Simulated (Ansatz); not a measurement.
**CH₆GeS: one species, many methods**

An exercise on one series of results from a longer session: the logs are not shown, and one member is left open.

Computed with Ansatz 0.2.0, Gaussian basis. Level: functionals in def2-TZVPP, the program's frozen cores in correlated methods.

Plan: LDA (SPW92), PBE-D4, revPBE-D4, BLYP-D4, r2SCAN-D4, B97M-V, PBE0-D4, B3LYP-D4, r2SCANh-D4, r2SCAN0-D4, HSE06-D4, BHLYP-D4, CAM-B3LYP-D4, LC-ωPBE, ωB97X-V, ωB97M-V, B2PLYP, PBE-QIDH; CCSD(T)/def2-SVP; CCSD(T)/def2-TZVPP; CCSD(T)/def2-QZVPP; extrapolation to the limit; RPA on PBE.

## Structure used throughout

All runs share one geometry, relaxed beforehand with PBE0-D4 in a triple-zeta def2 set.

SMILES `C[S][GeH3]`, 9 atoms, charge 0, spin multiplicity 1.

Atoms are counted from 1 here; the program's logs count them from 0.

Bond lengths: C1–S2 1.813 Å, C1–H4 1.090 Å, C1–H5 1.090 Å, C1–H6 1.090 Å, S2–Ge3 2.212 Å, Ge3–H7 1.533 Å, Ge3–H8 1.540 Å, Ge3–H9 1.540 Å. Angles: S2–C1–H4 111.3°, S2–C1–H5 106.7°, S2–C1–H6 111.3°, H4–C1–H5 108.7°, H4–C1–H6 109.9°, H5–C1–H6 108.7°, C1–S2–Ge3 99.2°, S2–Ge3–H7 106.6°, S2–Ge3–H8 109.9°, S2–Ge3–H9 109.9°, H7–Ge3–H8 110.8°, H7–Ge3–H9 110.7°, H8–Ge3–H9 108.9°.

The first run:

Input file in.yaml:

```yaml
crystal:
  periodic: [false, false, false]
  atoms:
    - {symbol: C, position_ang: [-0.731374, 1.034642, -0.884754]}
    - {symbol: S, position_ang: [0.995766, 0.493006, -0.775129]}
    - {symbol: Ge, position_ang: [0.793176, -1.010543, 0.834397]}
    - {symbol: H, position_ang: [-1.388404, 0.211200, -1.166278]}
    - {symbol: H, position_ang: [-0.771957, 1.796305, -1.663420]}
    - {symbol: H, position_ang: [-1.069498, 1.475295, 0.053594]}
    - {symbol: H, position_ang: [2.192063, -1.592928, 1.068449]}
    - {symbol: H, position_ang: [-0.191287, -2.112648, 0.401623]}
    - {symbol: H, position_ang: [0.260013, -0.340729, 2.114318]}
basis:
  gaussian: {orbitals: def2-TZVPP}
hamiltonian: {xc: lda}
output: {orbitals: {seedname: orbitals}}
```

On the command line:

```
ansatz run in.yaml --threads 2 --pin off --events-out ev --progress --plain --max-ram 32768MiB --backend cpu
```

Among the steps run: LDA; PBE-D4 (GGA); revPBE-D4 (GGA); BLYP-D4 (GGA); r2SCAN-D4 (meta-GGA); B97M-V (meta-GGA); PBE0-D4 (hybrid); B3LYP-D4 (hybrid); r2SCANh-D4 (hybrid); r2SCAN0-D4 (hybrid); HSE06-D4 (hybrid); BHLYP-D4 (hybrid); CAM-B3LYP-D4 (range-separated); LC-ωPBE (range-separated); ωB97X-V (range-separated); ωB97M-V (range-separated); B2PLYP (double hybrid); PBE-QIDH (double hybrid).

One of the session's tables, all rows but one given; the rest of the session is left out.

It belongs to the step «Orbital energies across the functionals». 

| functional | HOMO (eV) | gap (eV) |
| --- | --- | --- |
| LDA (SPW92) | -5.63 | 4.64 |
| PBE-D4 | -5.56 | 4.80 |
| revPBE-D4 | -5.52 | 4.87 |
| BLYP-D4 | -5.41 | 4.74 |
| r2SCAN-D4 | -5.81 | 5.36 |
| B97M-V | -5.94 | 5.41 |
| PBE0-D4 | -6.77 | 6.90 |
| B3LYP-D4 | ? | ? |
| r2SCANh-D4 | -6.26 | 6.12 |
| r2SCAN0-D4 | -6.93 | 7.25 |
| HSE06-D4 | -6.37 | 6.13 |
| BHLYP-D4 | -7.85 | 8.87 |
| CAM-B3LYP-D4 | -8.08 | 9.21 |
| LC-ωPBE | -9.47 | 11.79 |
| ωB97X-V | -9.12 | 11.30 |
| ωB97M-V | -8.96 | 10.90 |

**Question.** Estimate the row for B3LYP-D4.

Worked estimate for «HOMO (eV)». Against the share of exact exchange, BLYP-D4 (0, -5.41), BHLYP-D4 (0.5, -7.85) give a slope of -4.88 per unit share; at 0.2 the line stands at -6.39.

The run gave: HOMO (eV): -6.54; gap (eV): 6.41. In «HOMO (eV)» the line misses by +0.15.
